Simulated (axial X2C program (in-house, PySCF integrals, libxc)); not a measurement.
# A two-component session on TlSb⁺: EOM-IP-CCSD levels

Wanted for TlSb⁺: EOM-IP-CCSD levels, at the two-component level.

Computed with an in-house X2C program for linear molecules on PySCF integrals. Level: two-component X2C with atomic mean-field terms, Tl dyall-cv3z, Sb dyall-cv3z.

All values are calculated.

**1. The job**

File task.json:

```json
{"zs": [81, 51], "q": 1, "bas": ["dyall-cv3z", "dyall-cv3z"], "r0": 2.84, "eom": "ip", "rq": 0, "thr": -1.0, "nmax": 95, "grid": [1, 0.96, 1.045, 0.92, 1.09, 1.15]}
```

Keys: zs atomic numbers; q charge; bas basis sets; r0 starting distance in Å; eom kind of EOM run; thr threshold in hartree for freezing inner shells (an s shell follows its p shell); nmax most natural virtual spinors; grid distances as factors.

The run is started by

```bash
$ python soeom.py task.json out
```

Nuclei are Gaussian, cores are contracted, and the Gaunt term is on.

**2. EOM-IP-CCSD at 2.998 Å**

Reference: the closed shell TlSb; 18 electrons correlated, 84 virtual spinors; roots sought by Ω: 1/2: 4, 3/2: 3, 5/2: 1.

Output:

```text
two-component X2C + atomic mean field  HF
basis functions 286  fitting functions 1518  grid points 5806
iter        total energy     max residual
   1     -26723.679756404     1.01e+00
   2     -26723.729489912     1.68e-02
   3     -26723.730910757     3.78e-02
   4     -26723.731383144     5.92e-03
   5     -26723.731420733     1.04e-03
   6     -26723.731431495     1.71e-03
   7     -26723.731434003     3.56e-04
   8     -26723.731434452     8.71e-05
   9     -26723.731434515     7.46e-05
  10     -26723.731434529     1.25e-05
  11     -26723.731434534     1.71e-05
  12     -26723.731434535     7.67e-06
  13     -26723.731434535     5.89e-07
converged
one-electron -38058.32392751  Coulomb 11178.58982079  exact exchange -550.05895623  xc functional 0.00000000  nuclear repulsion 729.16312819  atomic mean-field constant -23.10149977
correlated 18  virtual 334  natural virtual 84  E(MP2) -0.555193931  MP2 remainder -0.078191326
iter   CCSD correlation   residual
   1     -0.450043425   1.74e-01
   2     -0.466038151   8.56e-02
   3     -0.468943890   5.56e-02
   4     -0.469537945   3.33e-02
   5     -0.470271155   1.74e-02
   6     -0.470383588   6.97e-03
   7     -0.470404459   2.48e-03
   8     -0.470453869   1.13e-03
   9     -0.470428685   4.60e-04
  10     -0.470436583   1.60e-04
  11     -0.470433997   6.98e-05
  12     -0.470435180   4.14e-05
  13     -0.470435390   2.46e-05
  14     -0.470435248   1.28e-05
  15     -0.470435366   7.21e-06
  16     -0.470435450   3.78e-06
  17     -0.470435461   1.86e-06
(T) -0.014177374  T1 0.0180  D1 0.0472  max T2 0.238
EOM-IP-CCSD roots
2*Omega      energy/Eh   energy/eV  one-particle weight
    1       0.25629780      6.9742      0.933
    1       0.28014115      7.6230      0.938
    1       0.34316184      9.3379      0.028
    1       0.44554263     12.1238      0.674
    3       0.31271402      8.5094      0.000
    3       0.34936519      9.5067      0.000
    3       0.36204295      9.8517      0.000
    5       0.35436341      9.6427      0.000
```

T1 in the output is the amplitude norm over the root of the electron number; divide by √2 for the Lee–Taylor value.

| Ω | vertical IE (eV) | above lowest (cm⁻¹) | spinor | weight |
| --- | --- | --- | --- | --- |
| 1/2 | 6.974 | 0 | 51% Sb pσ, 28% Tl pσ, 6% Sb pπ | 0.93 |
| 1/2 | 7.623 | 5230 | 83% Sb pπ, 6% Sb pσ | 0.94 |
| 1/2 | 12.124 | 41530 | 67% Tl sσ, 15% Sb sσ, 12% Sb pσ | 0.67 |

It took 33 s on 1 thread of Arm Neoverse N1, shared host; peak memory 1.1 GiB.

**3. EOM-IP-CCSD at 2.878 Å**

| Ω | vertical IE (eV) | above lowest (cm⁻¹) | spinor | weight |
| --- | --- | --- | --- | --- |
| 1/2 | 7.063 | 0 | 50% Sb pσ, 30% Tl pσ, 7% Tl sσ | 0.94 |
| 1/2 | 7.783 | 5800 | 84% Sb pπ | 0.94 |
| 1/2 | 12.097 | 40600 | 61% Tl sσ, 16% Sb sσ, 15% Sb pσ | 0.74 |

Wall time 39 s (1 thread of Arm Neoverse N1, shared host); peak memory 1.2 GiB.

**4. EOM-IP-CCSD at 3.133 Å**

| Ω | vertical IE (eV) | above lowest (cm⁻¹) | spinor | weight |
| --- | --- | --- | --- | --- |
| 1/2 | 6.855 | 0 | 51% Sb pσ, 26% Tl pσ, 9% Sb pπ | 0.93 |
| 1/2 | 7.463 | 4910 | 81% Sb pπ, 9% Sb pσ | 0.93 |

Run time: 36 s. Hardware: 1 thread of Arm Neoverse N1, shared host; peak memory 1.2 GiB.

**5. EOM-IP-CCSD at 2.758 Å**

| Ω | vertical IE (eV) | above lowest (cm⁻¹) | spinor | weight |
| --- | --- | --- | --- | --- |
| 1/2 | 7.127 | 0 | 48% Sb pσ, 32% Tl pσ, 9% Tl sσ | 0.94 |
| 1/2 | 7.960 | 6720 | 84% Sb pπ, 8% Tl pπ | 0.95 |
| 1/2 | 12.058 | 39770 | 56% Tl sσ, 19% Sb pσ, 17% Sb sσ | 0.78 |

Wall time 35 s (1 thread of Arm Neoverse N1, shared host); peak memory 1.2 GiB.

**6. EOM-IP-CCSD at 3.268 Å**

| Ω | vertical IE (eV) | above lowest (cm⁻¹) | spinor | weight |
| --- | --- | --- | --- | --- |
| 1/2 | 6.727 | 0 | 51% Sb pσ, 25% Tl pσ, 12% Sb pπ | 0.93 |
| 1/2 | 7.323 | 4800 | 80% Sb pπ, 12% Sb pσ | 0.93 |

It took 36 s on 1 thread of Arm Neoverse N1, shared host; peak memory 1.2 GiB.

**7. Curves of the states**

Energies in eV from the lowest point of the lowest state; states are followed by energy order within each Ω.

| R (Å) | (1)Ω=1/2 | (2)Ω=1/2 |
| --- | --- | --- |
| 2.758 | 0.4205 | 1.2541 |
| 2.878 | 0.2381 | 0.9574 |
| 2.998 | 0.1190 | 0.7678 |
| 3.133 | 0.0382 | 0.6469 |
| 3.268 | 0.0000 | 0.5954 |

**8. What came out**

| quantity | value |
| --- | --- |
| lowest root at 2.998 Å | Ω = 1/2, 6.974 eV |
| next root led by one particle | Ω = 1/2, about 5230 cm⁻¹ higher |
| T1 of the reference | 0.013 |

**Reading.** Removing an electron from the reference determinant of TlSb costs 6.97 eV and empties a spinor of 51% Sb pσ, 28% Tl pσ, 6% Sb pπ. The closed-shell reference lies 0.35 eV above the lowest determinant found, so these energies count from an excited configuration. Errors of 0.1 to 0.3 eV are usual at this size, and roots led by higher excitations are left out, so the list is incomplete, and low states of that kind can be missing. T1 or the largest double amplitude of the reference is raised, which lowers the reliability.
